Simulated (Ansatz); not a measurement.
Debugging a single point in a Gaussian basis of CH₃BFI, SMILES BC(F)I (the Python package of Ansatz (0.2.0)).

The script, `run_energy.py`:
```python
"""Electronic structure of the CH3BFI molecule."""

import json

import ansatz

GEOMETRY = """
B    -0.20780    0.87760    0.10050
C     0.33220   -0.54950   -0.00460
F     0.47320   -1.05980    1.25350
I    -0.93450   -1.77910   -1.10000
H    -0.45820    1.53310   -0.91520
H    -0.48630    1.42480    1.13930
H     1.34260   -0.51520   -0.51930
"""

system = ansatz.Crystal.molecule()
for line in GEOMETRY.strip().splitlines():
    symbol, *xyz = line.split()
    system = system.atom(symbol, [float(v) for v in xyz])

job = (
    system.calculation()
    .basis(gaussian="def2-TZVP")
    .functional("b3lyp")
)
print(job.to_yaml())
res = job.run(threads=1)
rep = res.report()

print(f"E = {rep['free_energy_ev']:.6f} eV = {rep['free_energy_ev'] / 27.211386246:.7f} Ha")
print("converged:", rep["converged"], " doubts:", rep["published_state_doubts"] or "none")

field = rep["mean_field"]
print("<S^2> =", round(abs(field["state"]["spin_squared"]), 4), " all-electron relativity setting:", field["relativity"])
print("passes:", field["passes"])
if "symmetry" in field:
    print("occupied orbitals by irrep:", field["symmetry"]["occupied"])
with open("ch3bfi.json", "w") as handle:
    json.dump({k: rep[k] for k in ("free_energy_ev", "reference_energy_ev", "n_occupied", "n_virtual")}, handle, indent=1)
```

```console
$ python run_energy.py
crystal:
  periodic: [false, false, false]
  atoms:
    - { symbol: B, position_ang: [-0.2078, 0.8776, 0.1005] }
    - { symbol: C, position_ang: [0.3322, -0.5495, -0.0046] }
    - { symbol: F, position_ang: [0.4732, -1.0598, 1.2535] }
    - { symbol: I, position_ang: [-0.9345, -1.7791, -1.1] }
    - { symbol: H, position_ang: [-0.4582, 1.5331, -0.9152] }
    - { symbol: H, position_ang: [-0.4863, 1.4248, 1.1393] }
    - { symbol: H, position_ang: [1.3426, -0.5152, -0.5193] }
basis:
  gaussian:
    orbitals: def2-TZVP
hamiltonian:
  xc: b3lyp

Traceback (most recent call last):
  File "run_energy.py", line 29, in <module>
    rep = res.report()
TypeError: 'dict' object is not callable
```

Why does it end like this?

The fault: report is a dict, not a method. The correction:

```diff
--- before
+++ after
@@ -28,3 +28,3 @@
 res = job.run(threads=1)
-rep = res.report()
+rep = res.report
```

With that change:

```console
$ python run_energy.py
crystal:
  periodic: [false, false, false]
  atoms:
    - { symbol: B, position_ang: [-0.2078, 0.8776, 0.1005] }
    - { symbol: C, position_ang: [0.3322, -0.5495, -0.0046] }
    - { symbol: F, position_ang: [0.4732, -1.0598, 1.2535] }
    - { symbol: I, position_ang: [-0.9345, -1.7791, -1.1] }
    - { symbol: H, position_ang: [-0.4582, 1.5331, -0.9152] }
    - { symbol: H, position_ang: [-0.4863, 1.4248, 1.1393] }
    - { symbol: H, position_ang: [1.3426, -0.5152, -0.5193] }
basis:
  gaussian:
    orbitals: def2-TZVP
hamiltonian:
  xc: b3lyp

E = -12583.545639 eV = -462.4367728 Ha
converged: True  doubts: none
<S^2> = 0.0  all-electron relativity setting: none
passes: {'evaluations': 16, 'products': 14}
occupied orbitals by irrep: [{'A': 24}, {'A': 24}]
```

It writes `ch3bfi.json`:
```json
{
 "free_energy_ev": -12583.54563884204,
 "reference_energy_ev": -12583.54563884204,
 "n_occupied": [
  24,
  24
 ],
 "n_virtual": [
  137,
  137
 ]
}
```

Total energies depend on the basis set; only differences at equal settings carry meaning. The geometry is a force-field or estimated start, not a minimum of this method, and the basis set is short of its limit. def2 sets replace the cores of elements past krypton by effective core potentials. b3lyp holds the VWN-RPA fit, as in Gaussian; the form of ORCA and Turbomole is b3lyp5. The whole script took 5.7 s on 1 thread of Arm Neoverse V1, with other jobs on the host, peak memory 0.36 GiB.
